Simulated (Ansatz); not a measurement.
# CH4BF3O: one species, many methods

Aim: compute CH4BF3O with functionals from several rungs and with coupled cluster, and see how far each lands from CCSD(T) at the basis-set limit for the atomisation energy.

Program: Ansatz 0.2.0, Gaussian basis. Level of theory: functionals in def2-TZVPP, the program's frozen cores in correlated methods. These are calculated values, not measurements.

The runs, in order: LDA (SPW92), PBE-D4, revPBE-D4, BLYP-D4, r2SCAN-D4, B97M-V, PBE0-D4, B3LYP-D4, r2SCANh-D4, r2SCAN0-D4, HSE06-D4, BHLYP-D4, CAM-B3LYP-D4, LC-ωPBE, ωB97X-V, ωB97M-V, B2PLYP, PBE-QIDH; CCSD(T)/def2-SVP; CCSD(T)/def2-TZVPP; MP2/def2-QZVPP; extrapolation to the limit; RPA on PBE.

## Step 1: The geometry

An earlier PBE0-D4 in a triple-zeta def2 set relaxation fixed the geometry.

SMILES `C[OH+][B-](F)(F)F`, 10 atoms, charge 0, spin multiplicity 1.

Atoms are counted from 1 here; the program's logs count them from 0.

Bond lengths: C1–O2 1.437 Å, C1–H7 1.089 Å, C1–H8 1.087 Å, C1–H9 1.090 Å, O2–B3 1.693 Å, O2–H10 0.964 Å, B3–F4 1.349 Å, B3–F5 1.353 Å, B3–F6 1.359 Å. Angles: O2–C1–H7 108.8°, O2–C1–H8 105.9°, O2–C1–H9 110.4°, H7–C1–H8 110.1°, H7–C1–H9 111.4°, H8–C1–H9 110.1°, C1–O2–B3 116.7°, C1–O2–H10 111.1°, B3–O2–H10 108.2°, O2–B3–F4 102.4°, O2–B3–F5 100.5°, O2–B3–F6 103.5°, F4–B3–F5 117.0°, F4–B3–F6 115.1°, F5–B3–F6 115.0°.

## Step 2: LDA

This LDA is Slater exchange with PW92 correlation.

Contents of in.yaml:

```yaml
crystal:
  periodic: [false, false, false]
  atoms:
    - {symbol: C, position_ang: [0.007503, -1.033434, 0.799958]}
    - {symbol: O, position_ang: [0.654146, -0.212033, -0.186349]}
    - {symbol: B, position_ang: [-0.277126, 1.022246, -0.875880]}
    - {symbol: F, position_ang: [-1.186113, 0.332161, -1.595818]}
    - {symbol: F, position_ang: [0.673339, 1.692620, -1.567628]}
    - {symbol: F, position_ang: [-0.777412, 1.682109, 0.201986]}
    - {symbol: H, position_ang: [0.684065, -1.838130, 1.084125]}
    - {symbol: H, position_ang: [-0.875774, -1.441611, 0.315910]}
    - {symbol: H, position_ang: [-0.282511, -0.434625, 1.663091]}
    - {symbol: H, position_ang: [1.462981, 0.179598, 0.163504]}
basis:
  gaussian: {orbitals: def2-TZVPP}
hamiltonian: {xc: lda}
output: {orbitals: {seedname: orbitals}}
```

Command:

```sh
$ ansatz run in.yaml --threads 4 --pin off --events-out ev --progress --plain --max-ram 10444MiB
```

After this run come: PBE-D4 (GGA); revPBE-D4 (GGA); BLYP-D4 (GGA); r2SCAN-D4 (meta-GGA); B97M-V (meta-GGA); PBE0-D4 (hybrid); B3LYP-D4 (hybrid); r2SCANh-D4 (hybrid); r2SCAN0-D4 (hybrid); HSE06-D4 (hybrid); BHLYP-D4 (hybrid); CAM-B3LYP-D4 (range-separated); LC-ωPBE (range-separated); ωB97X-V (range-separated); ωB97M-V (range-separated); B2PLYP (double hybrid); PBE-QIDH (double hybrid); CCSD(T) in def2-SVP; CCSD(T) in def2-TZVPP; MP2 in def2-QZVPP; RPA on PBE orbitals.

Q: Predict the results of all the runs planned. Wanted: atomisation energy, CCSD(T)/CBS; farthest beyond LDA; mean size of error, GGA; mean size of error, meta-GGA; mean size of error, hybrid; mean size of error, range-separated; mean size of error, double hybrid; gap, smallest and largest; T1 diagnostic.

The runs gave:

| quantity | value |
| --- | --- |
| atomisation energy, CCSD(T)/CBS | 996.3 kcal/mol |
| functionals within 5.0 kcal/mol (0.5 %) | BLYP-D4, r2SCAN-D4, B97M-V, HSE06-D4, LC-ωPBE, ωB97X-V, ωB97M-V |
| farthest beyond LDA | BHLYP-D4 (-40.7 kcal/mol) |
| mean size of error, GGA | 11.7 kcal/mol |
| mean size of error, meta-GGA | 2.6 kcal/mol |
| mean size of error, hybrid | 13.4 kcal/mol |
| mean size of error, range-separated | 3.0 kcal/mol |
| mean size of error, double hybrid | 9.1 kcal/mol |
| gap, smallest and largest | 7.41 eV (BLYP-D4), 15.46 eV (LC-ωPBE) |
| T1 diagnostic | 0.0108 |
| triples share of the correlation energy | 3.0 % |

**Reading.** The LDA atomisation energy is off by 158.9 kcal/mol (16 %): it overbinds. PBE-D4 misses by +19.3 kcal/mol. Double hybrids carry the basis error of their MP2 part in triple zeta, and no dispersion term here, so their miss is partly the set-up's. The rungs meta-GGA, range-separated miss on average by less than the doubt on the reference (5.0 kcal/mol), so they tie. Misses under about 5.0 kcal/mol are within the doubt on the reference itself, which lacks core-valence correlation, relativity and higher excitations. Hartree-Fock recovers 74 % of the binding; the rest is correlation. CCSD(T) in def2-SVP is off by -41.8 kcal/mol, more than most functionals: a good method in a small basis is no reference. The gap grows from 7.4 to 15.5 eV across the functionals, mostly with the share of exact exchange.
